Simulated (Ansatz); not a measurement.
# FH4NO2Si: the cost of one run

Method: functionals in def2-TZVPP, the program's frozen cores in correlated methods; program: Ansatz 0.2.0, Gaussian basis.

Levels to be run: PBE-D4, r2SCAN-D4, PBE0-D4, B3LYP-D4, ωB97X-V, ωB97M-V, B2PLYP; CCSD(T)/def2-TZVPP; CCSD(T)/def2-QZVPP; extrapolation to the limit.

## (1) Structure used throughout

An earlier PBE0-D4 in a triple-zeta def2 set relaxation fixed the geometry.

SMILES `N[Si](O)(O)F`, 9 atoms, charge 0, spin multiplicity 1.

Atoms are counted from 1 here; the program's logs count them from 0.

Bond lengths: N1–Si2 1.690 Å, N1–H6 1.006 Å, N1–H7 1.006 Å, Si2–O3 1.631 Å, Si2–O4 1.625 Å, Si2–F5 1.594 Å, O3–H8 0.958 Å, O4–H9 0.959 Å. Angles: Si2–N1–H6 121.1°, Si2–N1–H7 119.7°, H6–N1–H7 111.8°, N1–Si2–O3 113.6°, N1–Si2–O4 113.2°, N1–Si2–F5 104.5°, O3–Si2–O4 105.6°, O3–Si2–F5 109.7°, O4–Si2–F5 110.3°, Si2–O3–H8 117.1°, Si2–O4–H9 116.9°.

Coordinates:

```mol
FH4NO2Si
  3D, bonds by distance, orders not assigned

  9  8  0  0  0  0  0  0  0  0999 V2000
   -0.8345    0.2807    1.1188 N   0  0
    0.2812    0.1005   -0.1375 Si  0  0
    0.6161   -1.4546   -0.4969 O   0  0
   -0.2098    0.7745   -1.5328 O   0  0
    1.5988    0.8241    0.3914 F   0  0
   -1.7964    0.0096    1.0031 H   0  0
   -0.7360    1.0435    1.7676 H   0  0
    0.8952   -2.0185    0.2256 H   0  0
    0.1854    0.4401   -2.3394 H   0  0
  1  2  8  0
  2  3  8  0
  2  4  8  0
  2  5  8  0
  1  6  8  0
  1  7  8  0
  3  8  8  0
  4  9  8  0
M  END
```

## (2) PBE-D4 (GGA)

Contents of in.yaml:

```yaml
crystal:
  periodic: [false, false, false]
  atoms:
    - {symbol: N, position_ang: [-0.834512, 0.280739, 1.118843]}
    - {symbol: Si, position_ang: [0.281218, 0.100515, -0.137524]}
    - {symbol: O, position_ang: [0.616107, -1.454586, -0.496880]}
    - {symbol: O, position_ang: [-0.209843, 0.774527, -1.532780]}
    - {symbol: F, position_ang: [1.598796, 0.824092, 0.391428]}
    - {symbol: H, position_ang: [-1.796395, 0.009606, 1.003114]}
    - {symbol: H, position_ang: [-0.736004, 1.043531, 1.767638]}
    - {symbol: H, position_ang: [0.895228, -2.018508, 0.225596]}
    - {symbol: H, position_ang: [0.185405, 0.440075, -2.339434]}
basis:
  gaussian: {orbitals: def2-TZVPP}
hamiltonian: {xc: pbe, dispersion: d4}
output: {forces: true, orbitals: {seedname: orbitals}}
```

Run with:

```sh
$ ansatz run in.yaml --threads 2 --pin off --events-out ev --progress --plain --max-ram 22528MiB --backend cpu
```

Q: Estimate wall time and peak memory on 2 threads of AMD EPYC 7R13, shared host.

About 4.3 s, with a peak of 0.31 GiB.
